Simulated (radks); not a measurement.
# Ionisation energy and size from K to Co

The task here is to estimate one member of a computed series from the others.

Program: radks (a radial shooting solver on a logarithmic mesh, Libxc functionals) version 1. Level of theory: scalar-relativistic Kohn-Sham, PBE, spin-polarised, spherical densities, finite nucleus; open shells are filled with parallel spins first. These are calculated values, not measurements, unless marked.

### The system

```
species : K, Ca, Sc, Ti, V, Cr, Mn, Fe, Co
runs    : 18, each species and its next ion
```

The first run:

Input:

```text
Z 19
configuration [Ar] 4s1
relativity scalar-relativistic
functional pbe,pbe
spin polarised
nucleus finite rms 3.4349 fm
c 137.035999084
```

Steps of the session up to this table: K, [Ar] 4s1; K⁺, [Ar]; Ca, [Ar] 4s2; Ca⁺, [Ar] 4s1; Sc, [Ar] 3d1 4s2; Sc⁺, [Ar] 3d1 4s1; Ti, [Ar] 3d2 4s2; Ti⁺, [Ar] 3d2 4s1; V, [Ar] 3d3 4s2; V⁺, [Ar] 3d4; Cr, [Ar] 3d5 4s1; Cr⁺, [Ar] 3d5; Mn, [Ar] 3d5 4s2; Mn⁺, [Ar] 3d5 4s1; Fe, [Ar] 3d6 4s2; Fe⁺, [Ar] 3d6 4s1; Co, [Ar] 3d7 4s2; Co⁺, [Ar] 3d8.

One table of the session follows, with a row left open; its other results are not shown here.

```
species  Δ-SCF (eV)  −ε(HOMO) (eV)  its <r> (bohr)
      K       4.467          2.543            4.93
     Ca       6.092          3.766            4.02
     Sc       6.461          3.512            3.77
     Ti       6.705          4.174            3.61
      V       5.966          4.283            3.48
     Cr       7.396          3.723            3.32
     Mn       7.236          4.464            3.28
     Fe       7.836          4.851            3.11
     Co           ?              ?               ?
```

Q: Estimate the row for Co from the others.

As computed: Δ-SCF (eV): 7.733; −ε(HOMO) (eV): 5.175; its <r> (bohr): 2.97. In the column «Δ-SCF (eV)» it lies between Cr (7.396) and Fe (7.836).

For Sc, Cr the highest level isn't the widest one, so −ε(HOMO) and <r> belong to different orbitals, and Δ-SCF follows the ion's typed configuration. Open shells are spherical and high-spin; term and fine-structure splittings are not resolved.
